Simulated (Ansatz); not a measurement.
# KTe4: the cost of one run

Method: DFT PBE, scalar-relativistic, plane waves, PAW, in Ansatz 0.2.0.

## (1) The structure to begin with

It takes space group R-3m (No. 166, trigonal). The conventional cell has a = 6.074 Å, b = 6.074 Å, c = 18.597 Å, α = 90.00°, β = 90.00°, γ = 120.00°. K (site symmetry -3m) has 8 Te at 3.72 Å as nearest neighbours. Te (site symmetry 3m) has 7 Te at 3.72 Å and 1 K at 3.72 Å as nearest neighbours. Te (site symmetry 3m) is surrounded by 3 K at 3.72 Å and 5 Te at 3.72 Å.

Structure file:

```
K Te
1.0
     3.03691    1.75336    6.19906
    -3.03691    1.75336    6.19906
     0.00000   -3.50672    6.19906
K Te
1 4
Direct
  0.50000 0.50000 0.50000
  0.30000 0.30000 0.30000
  0.10000 0.10000 0.10000
  0.90000 0.90000 0.90000
  0.70000 0.70000 0.70000
```

The cell is invented: ordered superstructure of bcc (R-3m, No. 166). Lengths come from tabulated atomic sizes and are only a guess.

## (2) Probe: one point on a coarse mesh

Input file input.yaml:

```yaml
crystal:
  lattice:
    - [3.03690848, 1.75335993, 6.19906348]
    - [-3.03690848, 1.75335993, 6.19906348]
    - [0.0, -3.50671986, 6.19906348]
  atoms:
    - { symbol: K, position: [0.5, 0.5, 0.5] }
    - { symbol: Te, position: [0.3, 0.3, 0.3] }
    - { symbol: Te, position: [0.1, 0.1, 0.1] }
    - { symbol: Te, position: [0.9, 0.9, 0.9] }
    - { symbol: Te, position: [0.7, 0.7, 0.7] }
basis:
  ecutwfc: 420
kpoints:
  mp_grid: { grid: [3, 3, 3] }
hamiltonian:
  xc: pbe
scf:
  occupations: { method: gaussian, width: 0.1 }
  lower_state_search: "off"
output:
  forces: true
  stress: true
  eigenvalues: true
```

Launch:

```sh
ansatz run input.yaml --threads 1 --pin off --max-ram 2048MiB --backend cpu --events-out ev --progress --plain --runs-dir out
```

**Question.** How long does this run take on 1 thread of Arm Neoverse V2, shared host, and how much memory does it need?

About 3.2 s, with a peak of 0.42 GiB.
